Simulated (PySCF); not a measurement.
# KP⁻ with other numerical set-ups

Which parts of the numerical set-up matter for KP⁻? Each run edits the base script.

Computed with PySCF 2.14.0. Level: method and basis as typed in the scripts.

5 further runs of the same task are left out: 1 for a known fault of the program, 4 that didn't finish.

## (1) The system as given

KP⁻: 2 atoms, charge -1, spin multiplicity 2.

Bond lengths: K1–P2 2.954 Å.

## (2) Base script

input.py reads:

```python
from pyscf import gto, scf, cc

mol = gto.M(
    atom='K 0 0 0; P 0 0 2.954',
    basis='3-21g',
    charge=-1,
    spin=1,
    verbose=4,
)
mf = scf.UHF(mol)
mf.kernel()
mycc = cc.CCSD(mf, frozen=10)
mycc.kernel()
mf.dip_moment()
print('orbital energies (hartree):', [e[max(0, n-3):n+3].round(4) for e, n in zip(mf.mo_energy, mol.nelec)])
```

Launch:

```console
OMP_NUM_THREADS=1 python input.py
```

Its log is not repeated here.

It gives: E(SCF) = -935.090884 Eh, E(CCSD) − E(SCF) = -0.09858 Eh, ⟨S²⟩ = 0.860.

The bond length is a typed value, not an optimised one. The dipole of an ion depends on the origin.

## (3) Spin-free X2C on

Edit 1 changes spin-free X2C: off → on.

input.py reads:

```python
from pyscf import gto, scf, cc

mol = gto.M(
    atom='K 0 0 0; P 0 0 2.954',
    basis='3-21g',
    charge=-1,
    spin=1,
    verbose=4,
)
mf = scf.UHF(mol)
mf = mf.sfx2c1e()
mf.kernel()
mycc = cc.CCSD(mf, frozen=10)
mycc.kernel()
mf.dip_moment()
print('orbital energies (hartree):', [e[max(0, n-3):n+3].round(4) for e, n in zip(mf.mo_energy, mol.nelec)])
```

Launch:

```console
OMP_NUM_THREADS=1 python input.py
```

## (4) Cartesian functions on

Edit 2 changes Cartesian functions: off → on.

Edit input.py of step 2 so:

```diff
@@ -7,2 +7,3 @@
     spin=1,
+    cart=True,
     verbose=4,
```

## (5) Lanl2dz (core potential on)

Edit 3 changes basis set: 3-21g → lanl2dz; core potential: off → on; frozen orbitals: 10 → none. The core potential changes with it: totals don't compare.

Edit input.py of step 2 so:

```diff
@@ -4,3 +4,4 @@
     atom='K 0 0 0; P 0 0 2.954',
-    basis='3-21g',
+    basis='lanl2dz',
+    ecp={'K': 'lanl2dz', 'P': 'lanl2dz'},
     charge=-1,
@@ -11,3 +12,3 @@
 mf.kernel()
-mycc = cc.CCSD(mf, frozen=10)
+mycc = cc.CCSD(mf)
 mycc.kernel()
```

## (6) Ano-rcc-vdzp (X2C on)

Edit 4 changes basis set: 3-21g → ano-rcc-vdzp; spin-free X2C: off → on.

Edit input.py of step 2 so:

```diff
@@ -4,3 +4,3 @@
     atom='K 0 0 0; P 0 0 2.954',
-    basis='3-21g',
+    basis='ano-rcc-vdzp',
     charge=-1,
@@ -10,2 +10,3 @@
 mf = scf.UHF(mol)
+mf = mf.sfx2c1e()
 mf.kernel()
```

## (7) Density fitting def2-universal-jkfit

Edit 5 changes density fitting: none → def2-universal-jkfit.

Edit input.py of step 2 so:

```diff
@@ -10,2 +10,3 @@
 mf = scf.UHF(mol)
+mf = mf.density_fit(auxbasis='def2-universal-jkfit')
 mf.kernel()
```

## (8) Crenbl (core potential on)

Edit 6 changes basis set: 3-21g → crenbl; core potential: off → on; frozen orbitals: 10 → none. The core potential changes with it: totals don't compare.

Edit input.py of step 2 so:

```diff
@@ -4,3 +4,4 @@
     atom='K 0 0 0; P 0 0 2.954',
-    basis='3-21g',
+    basis='crenbl',
+    ecp={'K': 'crenbl', 'P': 'crenbl'},
     charge=-1,
@@ -11,3 +12,3 @@
 mf.kernel()
-mycc = cc.CCSD(mf, frozen=10)
+mycc = cc.CCSD(mf)
 mycc.kernel()
```

What does the calculation give? Wanted: for each run, E(SCF); from base; gap, α spin; after the SCF.

As calculated:

| run | E(SCF) (hartree) | from base (eV) | cycles | gap, α spin (eV) | functions | after the SCF |
| --- | --- | --- | --- | --- | --- | --- |
| base | -935.090884 | 0 | 20 | 3.43 | 30 | CCSD correlation -2.683 eV, core frozen |
| spin-free X2C on | -937.703352 | -71.0889 | 20 | 3.44 | 30 | CCSD correlation -2.680 eV, core frozen |
| Cartesian functions on | -935.090884 | 0.0000 | 20 | 3.43 | 30 | CCSD correlation -2.683 eV, core frozen |
| lanl2dz (core potential on) | -34.100241 | not comparable | 21 | 3.80 | 20 | CCSD correlation -2.406 eV |
| ano-rcc-vdzp (X2C on) | -942.942416 | not comparable | 19 | 4.00 | 40 | CCSD correlation -9.278 eV, core frozen |
| density fitting def2-universal-jkfit | -935.090396 | +0.0133 | 20 | 3.43 | 30 | CCSD correlation -2.682 eV, core frozen |
| crenbl (core potential on) | -34.236266 | not comparable | 12 | 6.07 | 33 | CCSD correlation -1.991 eV |

What this shows: The SCF energy stays the same, to the digits that matter, with Cartesian functions on. The basis has no d shells, so the Cartesian switch can't act. The largest comparable shift of the SCF energy, -71.089 eV, comes with the run “spin-free X2C on”. Scalar relativity lowers the total energy by 71.09 eV, nearly all of it in the inner shells; a basis contracted without relativity catches only part of it. The dearest run is “density fitting def2-universal-jkfit”, at 4.9 s against 1.6 s.
